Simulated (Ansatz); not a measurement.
# LaInO3: the cost of one run

Computed with Ansatz 0.2.0 (DFT PBEsol, scalar-relativistic, plane waves, PAW, unless a step's input says otherwise).

### 1 The starting structure

Symmetry: Pnma, No. 62, orthorhombic system. The conventional cell has a = 5.940 Å, b = 8.216 Å, c = 5.723 Å, α = 90.00°, β = 90.00°, γ = 90.00°. La (site symmetry m) is surrounded by 6 O at 2.35 to 2.67 Å. In (site symmetry -1) is surrounded by 6 O at 2.11 to 2.22 Å. O (site symmetry m) is surrounded by 2 In at 2.16 Å and 2 La at 2.35 to 2.58 Å. Around O (site symmetry 1) lie 2 In at 2.11 to 2.22 Å and 2 La at 2.42 to 2.67 Å.

As a file:

```
La In O
1.0
     5.94040    0.00000    0.00000
     0.00000    8.21580    0.00000
     0.00000    0.00000    5.72290
La In O
4 4 12
Direct
  0.94490 0.25000 0.01690
  0.55510 0.75000 0.51690
  0.44490 0.25000 0.48310
  0.05510 0.75000 0.98310
  0.00000 0.00000 0.50000
  0.50000 0.00000 0.00000
  0.50000 0.50000 0.00000
  0.00000 0.50000 0.50000
  0.02900 0.25000 0.61500
  0.47100 0.75000 0.11500
  0.52900 0.25000 0.88500
  0.97100 0.75000 0.38500
  0.20900 0.06230 0.19200
  0.29100 0.93770 0.69200
  0.70900 0.43770 0.30800
  0.79100 0.56230 0.80800
  0.79100 0.93770 0.80800
  0.70900 0.06230 0.30800
  0.29100 0.56230 0.69200
  0.20900 0.43770 0.19200
```

The structure rests on an entry of the Crystallography Open Database; cell or positions may have been set otherwise for this series.

### 2 Single point: LaInO3, no spin

File input.yaml:

```yaml
crystal:
  lattice:
    - [5.9404, 0.0, 0.0]
    - [0.0, 8.2158, 0.0]
    - [0.0, 0.0, 5.7229]
  atoms:
    - { symbol: La, position: [0.9449, 0.25, 0.0169] }
    - { symbol: La, position: [0.5551, 0.75, 0.5169] }
    - { symbol: La, position: [0.4449, 0.25, 0.4831] }
    - { symbol: La, position: [0.0551, 0.75, 0.9831] }
    - { symbol: In, position: [0.0, 0.0, 0.5] }
    - { symbol: In, position: [0.5, 0.0, 0.0] }
    - { symbol: In, position: [0.5, 0.5, 0.0] }
    - { symbol: In, position: [0.0, 0.5, 0.5] }
    - { symbol: O, position: [0.029, 0.25, 0.615] }
    - { symbol: O, position: [0.471, 0.75, 0.115] }
    - { symbol: O, position: [0.529, 0.25, 0.885] }
    - { symbol: O, position: [0.971, 0.75, 0.385] }
    - { symbol: O, position: [0.209, 0.0623, 0.192] }
    - { symbol: O, position: [0.291, 0.9377, 0.692] }
    - { symbol: O, position: [0.709, 0.4377, 0.308] }
    - { symbol: O, position: [0.791, 0.5623, 0.808] }
    - { symbol: O, position: [0.791, 0.9377, 0.808] }
    - { symbol: O, position: [0.709, 0.0623, 0.308] }
    - { symbol: O, position: [0.291, 0.5623, 0.692] }
    - { symbol: O, position: [0.209, 0.4377, 0.192] }
scf:
  occupations: { method: fixed }
output:
  forces: true
  stress: true
  eigenvalues: true
  optics:
    e_range: [0, 7]
    de: 0.04
    sigma: 0.06
    bands: { spectra_wanted_up_to: 8 }
    nscf_kmesh: { grid: [10, 8, 10] }
  write_density: true
  write_potential: true
  elf: true
  volumetric_format: npy
kpoints:
  mp_grid: { grid: [4, 3, 4] }
  band_path:
    path:
      - [[0.0, 0.0, 0.0], [0.5, 0.0, 0.0], [0.5, 0.5, 0.0], [0.0, 0.5, 0.0], [0.0, 0.0, 0.0], [0.0, 0.0, 0.5], [0.5, 0.0, 0.5], [0.5, 0.5, 0.5], [0.0, 0.5, 0.5], [0.0, 0.0, 0.5]]
      - [[0.5, 0.0, 0.0], [0.5, 0.0, 0.5]]
      - [[0.0, 0.5, 0.0], [0.0, 0.5, 0.5]]
      - [[0.5, 0.5, 0.0], [0.5, 0.5, 0.5]]
    npoints: 10
hamiltonian:
  xc: pbesol
```

On the command line:

```
$ ansatz run input.yaml --threads 8 --pin off --max-ram 22528MiB --backend cpu --events-out ev --progress --plain --runs-dir out
```

**Question.** How long does this run take on 8 threads of Arm Neoverse V1, shared host, and how much memory does it need?

About 20 min, with a peak of 12 GiB.
